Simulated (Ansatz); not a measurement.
**C7H11FOTi: how energies converge with the basis set**

Aim: see how fast density functionals converge with the basis set for C7H11FOTi.

Method: one geometry, several basis sets; program: Ansatz 0.2.0, Gaussian basis.

The runs, in order: PBE0-D4/def2-SVP; ωB97M-V/def2-SVP; PBE0-D4/def2-QZVPP; ωB97M-V/def2-QZVPP; the functionals' def2-TZVPP values are taken from earlier runs.

### Step 1. The relaxed structure

All runs share one geometry, relaxed beforehand with PBE0-D4 in a triple-zeta def2 set.

SMILES `[CH3][Ti]1234([CH3])([OH])[C@@H]5[C@H]1[C@H]2[C@]3(F)[C@@H]54`, 21 atoms, charge 0, spin multiplicity 1.

Atoms are counted from 1 here; the program's logs count them from 0.

Bond lengths: C1–Ti2 2.090 Å, C1–H11 1.097 Å, C1–H12 1.094 Å, C1–H13 1.093 Å, Ti2–C3 2.089 Å, Ti2–O4 1.787 Å, Ti2–C5 2.328 Å, Ti2–C6 2.328 Å, Ti2–C7 2.397 Å, Ti2–C8 2.438 Å, Ti2–C10 2.397 Å, C3–H14 1.094 Å, C3–H15 1.093 Å, C3–H16 1.097 Å, O4–H17 0.954 Å, C5–C6 1.408 Å, C5–C10 1.415 Å, C5–H18 1.079 Å and more. Angles: Ti2–C1–H11 103.7°, Ti2–C1–H12 112.7°, Ti2–C1–H13 113.8°, H11–C1–H12 108.2°, H11–C1–H13 109.1°, H12–C1–H13 109.0°, C1–Ti2–C3 100.3°, C1–Ti2–O4 104.4°, C1–Ti2–C5 106.6°, C1–Ti2–C6 138.7°, C1–Ti2–C7 125.5°, C1–Ti2–C8 92.4°, C1–Ti2–C10 81.0°, C3–Ti2–O4 104.4°, C3–Ti2–C5 138.7°, C3–Ti2–C6 106.7°, C3–Ti2–C7 81.0°, C3–Ti2–C8 92.3° and more.

Coordinates:

```xyz
21

C     0.0230   -1.4121   -1.6902
Ti   -0.5097   -0.3743    0.0434
C     0.4089   -1.5675    1.4920
O    -2.2555   -0.7033    0.2389
C    -0.6450    1.8752   -0.5415
C    -0.4775    1.8078    0.8549
C     0.8165    1.3031    1.1255
C     1.4274    1.0965   -0.1177
F     2.6478    0.6017   -0.2879
C     0.5430    1.4134   -1.1563
H    -0.3364   -2.4314   -1.5030
H    -0.4817   -1.0303   -2.5824
H     1.0997   -1.4402   -1.8744
H     0.1348   -1.2799    2.5111
H     1.4982   -1.5994    1.4115
H     0.0045   -2.5685    1.2979
H    -3.1477   -0.3890    0.3627
H    -1.5357    2.1952   -1.0606
H    -1.2170    2.0668    1.5975
H     1.2590    1.1142    2.0898
H     0.7434    1.3221   -2.2113
```

### Step 2. PBE0-D4 in def2-SVP

in.yaml reads:

```yaml
crystal:
  periodic: [false, false, false]
  atoms:
    - {symbol: C, position_ang: [0.022963, -1.412119, -1.690187]}
    - {symbol: Ti, position_ang: [-0.509722, -0.374304, 0.043364]}
    - {symbol: C, position_ang: [0.408872, -1.567471, 1.491952]}
    - {symbol: O, position_ang: [-2.255492, -0.703262, 0.238943]}
    - {symbol: C, position_ang: [-0.644968, 1.875210, -0.541463]}
    - {symbol: C, position_ang: [-0.477536, 1.807793, 0.854947]}
    - {symbol: C, position_ang: [0.816545, 1.303129, 1.125533]}
    - {symbol: C, position_ang: [1.427409, 1.096491, -0.117685]}
    - {symbol: F, position_ang: [2.647762, 0.601650, -0.287892]}
    - {symbol: C, position_ang: [0.543000, 1.413381, -1.156339]}
    - {symbol: H, position_ang: [-0.336399, -2.431448, -1.503043]}
    - {symbol: H, position_ang: [-0.481669, -1.030337, -2.582368]}
    - {symbol: H, position_ang: [1.099748, -1.440176, -1.874394]}
    - {symbol: H, position_ang: [0.134776, -1.279936, 2.511067]}
    - {symbol: H, position_ang: [1.498217, -1.599422, 1.411467]}
    - {symbol: H, position_ang: [0.004522, -2.568495, 1.297889]}
    - {symbol: H, position_ang: [-3.147716, -0.388994, 0.362729]}
    - {symbol: H, position_ang: [-1.535736, 2.195167, -1.060550]}
    - {symbol: H, position_ang: [-1.217042, 2.066815, 1.597459]}
    - {symbol: H, position_ang: [1.259046, 1.114195, 2.089847]}
    - {symbol: H, position_ang: [0.743430, 1.322131, -2.211276]}
basis:
  gaussian: {orbitals: def2-SVP}
hamiltonian: {xc: pbe0, dispersion: d4}
output: {orbitals: {seedname: orbitals}}
```

Launch:

```
> ansatz run in.yaml --threads 4 --pin off --events-out ev --progress --plain --max-ram 66560MiB --backend cpu
```

After this run come: ωB97M-V in def2-SVP; PBE0-D4 in def2-QZVPP; ωB97M-V in def2-QZVPP.

Q: Predict the results of all the runs planned. Wanted: PBE0-D4: double and triple zeta above quadruple; ωB97M-V: double and triple zeta above quadruple.

As calculated:

```
                                       quantity           value
PBE0-D4: double and triple zeta above quadruple  18.01, 1.09 eV
ωB97M-V: double and triple zeta above quadruple  18.47, 1.02 eV
```

What this shows: PBE0-D4 gains 16.92 eV from double to triple zeta, then 1.09 eV more. These are total energies; as a rule much of such shifts cancels in differences, which this series doesn't test. The LUMO of ωB97M-V is positive and keeps falling with the basis (1.03 to 0.41 eV): an unbound level that the basis holds in place.
